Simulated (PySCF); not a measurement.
# MoON: doublet, from a bent start

Where does doublet MoON go from a bent start, is the end point a minimum, and what are its modes, charges and moments?

Program: PySCF 2.14.0. Level of theory: PBE0, basis Mo def2-TZVP with ECP28, O def2-TZVP, N def2-TZVP, scalar-relativistic core potentials, no spin–orbit coupling, density fitting. These are calculated values, not measurements.

## (1) Starting geometry

3 atoms, charge 0, spin multiplicity 2.

Bond lengths: Mo1–O2 1.780 Å, Mo1–N3 1.810 Å. Angles: O2–Mo1–N3 110.0°.

```xyz
3
charge 0 multiplicity 2
Mo    0.0000    0.0000    0.0000
O    -1.4581    0.0000    1.0210
N     1.4827    0.0000    1.0382
```

## (2) Finding the electronic state

One driver script runs all steps and calls PySCF; scf.py shows how it sets up the SCF of each step. The optimiser is the driver's own. After this first run the driver tries any further starts and a stability analysis.

File scf.py:

```python
from pyscf import gto, scf, dft
mol = gto.M(atom='''
Mo     0.000000     0.000000     0.000000
O     -1.458100     0.000000     1.021000
N      1.482700     0.000000     1.038200''',
    basis={'Mo': 'def2-TZVP', 'O': 'def2-TZVP', 'N': 'def2-TZVP'},
    ecp={'Mo': 'def2-TZVP'},
    charge=0, spin=1)
mf = dft.UKS(mol, xc='PBE0')
mf.grids.atom_grid = (50, 194)
aux = {'Mo': 'def2-universal-JKFIT', 'O': 'def2-universal-JKFIT', 'N': 'def2-universal-JKFIT'}
mf = mf.density_fit(auxbasis=aux)
mf.conv_tol = 1e-08
mf.diis_space = 10
mf.max_cycle = 60
mf.init_guess = 'minao'
mf.verbose = 4
mf.kernel()
```

Run with:

```console
> OMP_NUM_THREADS=4 python axn.py task.json out
```

After this run come: Bent start, doublet: relaxation; Vibrations and properties at this point.

What does the calculation give? Wanted: minimum; geometry; wavenumbers; dipole moment; highest occupied, lowest empty level; polar-tensor charge of Mo1; zero-point energy; atomisation energy; ⟨S²⟩.

The runs gave:

| quantity | value |
| --- | --- |
| minimum | doublet, Cs |
| geometry | Mo–N 1.638 Å, Mo–O 1.692 Å; N–Mo–O 103.9° |
| wavenumbers (cm⁻¹) | 427 (a'), 966 (a'), 1120 (a') |
| dipole moment | 5.14 D |
| highest occupied, lowest empty level (either spin) | -6.29, -3.39 eV |
| polar-tensor charge of Mo1 | +1.34 e |
| zero-point energy | 15.0 kJ/mol |
| entropy at 298.15 K | 275.6 J/(mol K) |
| atomisation energy (no zero-point energy) | 961 kJ/mol |
| ⟨S²⟩ | 0.772 |

The molecule stays Cs, as typed, and the end point is a minimum. The strongest infrared band lies at 966 cm⁻¹ (a', stretch). With 5.1 D the molecule is strongly polar. Most of the spin sits on Mo1 (Mulliken spin 1.17, against 1 for the whole molecule). The first SCF alone would have been 57 kJ/mol too high. Only this shape and spin were tried, so other structures or states may lie lower. Open d and f shells are described by one determinant, and the ground state may have another occupation or spin.
